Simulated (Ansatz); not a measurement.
**CH₄BrClGe: small, medium and large basis sets**

One table from this session's results is given with a row withheld; the runs are named, their logs left out.

The runs use Ansatz 0.2.0, Gaussian basis; one geometry, several basis sets.

The runs, in order: PBE0-D4/def2-SVP; ωB97M-V/def2-SVP; PBE0-D4/def2-QZVPP; ωB97M-V/def2-QZVPP; the functionals' def2-TZVPP values are taken from earlier runs.

### The geometry

An earlier PBE0-D4 in a triple-zeta def2 set relaxation fixed the geometry.

SMILES `Cl[CH]([GeH3])Br`, 8 atoms, charge 0, spin multiplicity 1.

Atoms are counted from 1 here; the program's logs count them from 0.

Bond lengths: Cl1–C2 1.767 Å, C2–Ge3 1.978 Å, C2–Br4 1.943 Å, C2–H5 1.087 Å, Ge3–H6 1.536 Å, Ge3–H7 1.534 Å, Ge3–H8 1.530 Å. Angles: Cl1–C2–Ge3 110.5°, Cl1–C2–Br4 111.7°, Cl1–C2–H5 107.1°, Ge3–C2–Br4 109.6°, Ge3–C2–H5 112.6°, Br4–C2–H5 105.2°, C2–Ge3–H6 107.8°, C2–Ge3–H7 108.1°, C2–Ge3–H8 107.3°, H6–Ge3–H7 110.8°, H6–Ge3–H8 111.3°, H7–Ge3–H8 111.5°.

As a file:

```
Cl   -2.0514    0.9369    0.0611
C    -0.4892    0.5044   -0.6419
Ge    0.6419   -0.4128    0.6974
Br   -0.6943   -0.6278   -2.2072
H    -0.0387    1.4221   -1.0105
H     0.8109    0.5336    1.8949
H     1.9981   -0.7165    0.0474
H    -0.0850   -1.6969    1.1030
```

The first run:

in.yaml

```yaml
crystal:
  periodic: [false, false, false]
  atoms:
    - {symbol: Cl, position_ang: [-2.051392, 0.936884, 0.061063]}
    - {symbol: C, position_ang: [-0.489243, 0.504356, -0.641852]}
    - {symbol: Ge, position_ang: [0.641851, -0.412766, 0.697377]}
    - {symbol: Br, position_ang: [-0.694348, -0.627828, -2.207197]}
    - {symbol: H, position_ang: [-0.038736, 1.422079, -1.010476]}
    - {symbol: H, position_ang: [0.810908, 0.533633, 1.894870]}
    - {symbol: H, position_ang: [1.998110, -0.716490, 0.047388]}
    - {symbol: H, position_ang: [-0.084951, -1.696868, 1.103027]}
basis:
  gaussian: {orbitals: def2-SVP}
hamiltonian: {xc: pbe0, dispersion: d4}
output: {orbitals: {seedname: orbitals}}
```

Among the steps run: PBE0-D4 in def2-SVP; ωB97M-V in def2-SVP; PBE0-D4 in def2-QZVPP; ωB97M-V in def2-QZVPP.

One of the session's tables, all rows but one given; the rest of the session is left out.

It belongs to the step «Functionals by basis». 

| functional | basis | HOMO (eV) |
| --- | --- | --- |
| PBE0-D4 | def2-SVP | ? |
| PBE0-D4 | def2-TZVPP | -7.90 |
| PBE0-D4 | def2-QZVPP | -7.92 |
| ωB97M-V | def2-SVP | -9.94 |
| ωB97M-V | def2-TZVPP | -10.09 |
| ωB97M-V | def2-QZVPP | -10.11 |

Q: Estimate the row for PBE0-D4, def2-SVP from the others.

The run gave: HOMO (eV): -7.78. In the column «HOMO (eV)» it is the highest.
